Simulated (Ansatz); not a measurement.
Wanted: the native input for an Ansatz 0.2.0 run.

| Item | Value |
| --- | --- |
| Task | band structure |
| Functional | PBE |
| Potentials or basis | all-electron LAPW, scalar-relativistic |
| Cutoff | 192 eV (chosen from the basis error) |
| Basis error allowed | 0.002 eV/atom |
| k mesh | 7 × 7 × 2 |
| Occupations | fermi-dirac, width 0.05 eV |
| Spin | no spin polarisation |

BiTe (Tsumoite):

```xyz
12
Lattice="4.4230 0.0000 0.0000 -2.2115 3.8304 0.0000 0.0000 0.0000 24.0020" Properties=species:S:1:pos:R:3 pbc="T T T"
Bi    0.0000    2.5536   13.0211
Bi    2.2115    1.2768   10.9809
Bi    2.2115    1.2768   17.0222
Bi    0.0000    2.5536    6.9798
Bi    0.0000    0.0000   21.0210
Bi    0.0000    0.0000    2.9810
Te    0.0000    0.0000   15.1525
Te    0.0000    0.0000    8.8495
Te    0.0000    2.5536   18.8440
Te    2.2115    1.2768    5.1580
Te    2.2115    1.2768   22.6771
Te    0.0000    2.5536    1.3249
```

The input as run:

input.yaml

```yaml
crystal:
  lattice:
    - [4.423, 0.0, 0.0]
    - [-2.2115, 3.8304303609, 0.0]
    - [0.0, 0.0, 24.002]
  atoms:
    - { symbol: Bi, position: [0.3333333333, 0.6666666667, 0.5425] }
    - { symbol: Bi, position: [0.6666666667, 0.3333333333, 0.4575] }
    - { symbol: Bi, position: [0.6666666667, 0.3333333333, 0.7092] }
    - { symbol: Bi, position: [0.3333333333, 0.6666666667, 0.2908] }
    - { symbol: Bi, position: [0.0, 0.0, 0.8758] }
    - { symbol: Bi, position: [0.0, 0.0, 0.1242] }
    - { symbol: Te, position: [0.0, 0.0, 0.6313] }
    - { symbol: Te, position: [0.0, 0.0, 0.3687] }
    - { symbol: Te, position: [0.3333333333, 0.6666666667, 0.7851] }
    - { symbol: Te, position: [0.6666666667, 0.3333333333, 0.2149] }
    - { symbol: Te, position: [0.6666666667, 0.3333333333, 0.9448] }
    - { symbol: Te, position: [0.3333333333, 0.6666666667, 0.0552] }
kpoints:
  mp_grid: { grid: [7, 7, 2] }
  band_path:
    path:
      - [0.0, 0.0, 0.0]
      - [0.5, 0.0, 0.0]
      - [0.3333333333, 0.3333333333, 0.0]
      - [0.0, 0.0, 0.0]
      - [0.0, 0.0, 0.5]
      - [0.5, 0.0, 0.5]
      - [0.3333333333, 0.3333333333, 0.5]
      - [0.0, 0.0, 0.5]
    npoints: 8
scf:
  occupations: { method: fermi_dirac, width: 0.05 }
hamiltonian:
  xc: pbe
  pseudopotentials: { kind: all_electron, lapw: { basis_error: 0.002 } }
output:
  forces: true
  stress: true
  eigenvalues: true
```

Potentials or basis: all-electron LAPW, scalar-relativistic.

The run is started by

```sh
$ ansatz run input.yaml --threads 8 --pin off --max-ram 24576MiB --backend cpu --events-out ev --progress --plain --runs-dir out
```

Results of the run:

```
Pressure                : 1.7 GPa
Largest force           : 1.392 eV/Å
Band gap along the path : none (metal or under the smearing width)
```

Caveat: spin-orbit coupling is left out, which moves the levels of the heavy elements; forces of over 1 eV/Å show positions far from the minimum, so gaps and moduli don't describe the material at rest.

It took 54 s on 8 threads of Intel(R) Xeon(R) 6975P-C (Granite Rapids), on a shared host, peak memory 3.8 GiB.
